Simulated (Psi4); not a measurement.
# GeNH3 (SMILES [N][GeH3]): U-wB97X-D/aug-cc-pVDZ (sweep point 4)

What is the energy change on altering one bond length of GeNH3 at U-wB97X-D/aug-cc-pVDZ (sweep point 4)? 

Program for the calculation: Psi4 1.11.

### 1 The system as given

GeNH3: 5 atoms, total charge 0, spin state triplet. SMILES: `[N][GeH3]`. The shape comes from GFN2-xTB, which is rough for such elements, and wasn't checked as a minimum.

Bond lengths: N1–Ge2 1.735 Å, Ge2–H3 1.504 Å, Ge2–H4 1.504 Å, Ge2–H5 1.504 Å. Angles: N1–Ge2–H3 111.9°, N1–Ge2–H4 111.9°, N1–Ge2–H5 111.9°, H3–Ge2–H4 106.9°, H3–Ge2–H5 106.9°, H4–Ge2–H5 106.9°.

### 2 A single-point energy at U-wB97X-D/aug-cc-pVDZ (sweep point 4)

Input file geh3n.dat:

```
memory 1600 MB

molecule {
  0 3
  N     -0.957900     0.020900     1.433700
  Ge     0.005750    -0.000130    -0.008750
  H     -0.726050     0.592710    -1.180850
  H      0.400050    -1.397520    -0.399400
  H      1.278160     0.784040     0.155290
  symmetry c1
}

set reference uks
set puream true
set scf_type pk
set dft_radial_points 99
set dft_spherical_points 590
set maxiter 150

result, w = energy("wb97x-d/aug-cc-pVDZ", return_wfn=True)
print_variables()
```

Run with:

```bash
$ psi4 -i geh3n.dat -o geh3n.out -n 1
```

geh3n.out:

```text
[...]
  Running in c1 symmetry.
[...]
  Nuclear repulsion =  106.905912377273538
[...]
  Multiplicity = 3
[...]
  Nalpha       = 22
  Nbeta        = 20
[...]
    Number of basis functions: 86
[...]
   @UKS iter   1: -2132.70875447214667   -3.05484e+00   1.46546e-02 ADIIS/DIIS
[...]
   @UKS iter   9: -2133.43396349866589   -9.33715e-08   4.09912e-07 DIIS
[...]
   @S^2 Observed:                2.009885389E+00
[...]
    Orbital Energies [Eh]
    ---------------------
    Alpha Occupied:
       1A   -399.048890     2A    -50.002179     3A    -44.500634
       4A    -44.500633     5A    -44.500267     6A    -14.515975
       7A     -6.370588     8A     -4.534737     9A     -4.533483
      10A     -4.533482    11A     -1.348356    12A     -1.343279
      13A     -1.343279    14A     -1.339390    15A     -1.339389
      16A     -0.939003    17A     -0.643923    18A     -0.480060
      19A     -0.480040    20A     -0.432126    21A     -0.395945
      22A     -0.395929
    Alpha Virtual:
      23A      0.036817    24A      0.046605    25A      0.056820
[...]
  @UKS Final Energy: -2133.43396349866589
   => Energetics <=
    Nuclear Repulsion Energy =            106.9059123772735376
    One-Electron Energy =               -3182.3942251666690026
    Two-Electron Energy =                1006.6217773884205826
    DFT Exchange-Correlation Energy =     -64.5664076421783619
    Empirical Dispersion Energy =          -0.0010204555123793
    VV10 Nonlocal Energy =                  0.0000000000000000
    Total Energy =                      -2133.4339634986658893
[...]
 Multipole Moments:
 ------------------------------------------------------------------------------------
     Multipole            Electronic (a.u.)      Nuclear  (a.u.)        Total (a.u.)
 ------------------------------------------------------------------------------------
 L = 1.  Multiply by 2.5417464519 to convert [e a0] to [Debye]
 Dipole X            :          0.3708935           -0.0267490            0.3441444
 Dipole Y            :         -0.0081189            0.0006068           -0.0075121
 Dipole Z            :         -0.5561204            0.0407672           -0.5153533
 Magnitude           :                                                    0.6197425
[...]
```

Run time: 47 s. Hardware: 1 thread of Intel Xeon Platinum 8259CL at 2.50GHz (Skylake/Cascade Lake), shared host; peak memory 1.3 GiB.

### 3 The distorted shape at the same level

Input file calc.in:

```
memory 1600 mb

molecule {
  0 3
  N     -1.150615     0.025106     1.722167
  Ge     0.005750    -0.000130    -0.008750
  H     -0.726050     0.592710    -1.180850
  H      0.400050    -1.397520    -0.399400
  H      1.278160     0.784040     0.155290
  symmetry c1
}

set reference uks
set puream true
set scf_type pk
set dft_radial_points 99
set dft_spherical_points 590
set maxiter 150

e, wfn = energy('wb97x-d/aug-cc-pVDZ', return_wfn=True)
```

Run with:

```bash
$ psi4 -n 1 calc.in calc.out
```

calc.out:

```text
[...]
  Running in c1 symmetry.
[...]
  Nuclear repulsion =   95.101041241928655
[...]
  Multiplicity = 3
[...]
  Nalpha       = 22
  Nbeta        = 20
[...]
    Number of basis functions: 86
[...]
   @UKS iter   1: -2132.67479525136378   -3.42176e+00   1.46685e-02 ADIIS/DIIS
[...]
   @UKS iter  10: -2133.43738435029081   -4.33624e-08   3.49469e-07 DIIS
[...]
   @S^2 Observed:                2.018379764E+00
[...]
    Orbital Energies [Eh]
    ---------------------
    Alpha Occupied:
       1A   -399.061034     2A    -50.011528     3A    -44.510624
       4A    -44.510068     5A    -44.510067     6A    -14.528558
       7A     -6.375772     8A     -4.539794     9A     -4.538380
      10A     -4.538379    11A     -1.346973    12A     -1.346973
      13A     -1.346532    14A     -1.343649    15A     -1.343648
      16A     -0.891871    17A     -0.654841    18A     -0.455453
      19A     -0.455426    20A     -0.412184    21A     -0.401932
      22A     -0.401922
    Alpha Virtual:
      23A      0.026615    24A      0.037354    25A      0.057118
[...]
  @UKS Final Energy: -2133.43738435029081
   => Energetics <=
    Nuclear Repulsion Energy =             95.1010412419286553
    One-Electron Energy =               -3158.8002189483549955
    Two-Electron Energy =                 994.7531375627310126
    DFT Exchange-Correlation Energy =     -64.4903366979875869
    Empirical Dispersion Energy =          -0.0010075086082662
    VV10 Nonlocal Energy =                  0.0000000000000000
    Total Energy =                      -2133.4373843502912678
[...]
 Multipole Moments:
 ------------------------------------------------------------------------------------
     Multipole            Electronic (a.u.)      Nuclear  (a.u.)        Total (a.u.)
 ------------------------------------------------------------------------------------
 L = 1.  Multiply by 2.5417464519 to convert [e a0] to [Debye]
 Dipole X            :          0.6041146           -0.2209757            0.3831389
 Dipole Y            :         -0.0132173            0.0048458           -0.0083715
 Dipole Z            :         -0.9052391            0.3314969           -0.5737422
 Magnitude           :                                                    0.6899606
[...]
```

Run time: 47 s. Hardware: 1 thread of Intel Xeon Platinum 8259CL at 2.50GHz (Skylake/Cascade Lake), shared host; peak memory 1.3 GiB.

### 4 Results

At U-wB97X-D/aug-cc-pVDZ (sweep point 4):

| quantity | value |
| --- | --- |
| first shape: total energy | -2133.43396 Eh |
| first shape: dipole moment | 1.58 D |
| first shape: HOMO energy (highest over α and β) | -10.57 eV |
| first shape: LUMO energy (lowest over α and β) | -1.42 eV |
| first shape: dispersion energy | -2.68 kJ/mol |
| first shape: ⟨S²⟩ | 2.010 |
| distorted shape: total energy | -2133.43738 Eh |
| distorted shape: dipole moment | 1.75 D |
| distorted shape: HOMO energy (highest over α and β) | -9.98 eV |
| distorted shape: LUMO energy (lowest over α and β) | -0.86 eV |
| distorted shape: dispersion energy | -2.65 kJ/mol |
| distorted shape: ⟨S²⟩ | 2.018 |
| energy change with the N1–Ge2 bond stretched from 1.735 to 2.082 Å | -0.093 eV |

With the N1–Ge2 bond stretched from 1.735 to 2.082 Å the energy falls by 0.09 eV (9.0 kJ/mol). The first shape isn't relaxed at this level, so the change isn't measured from a minimum.
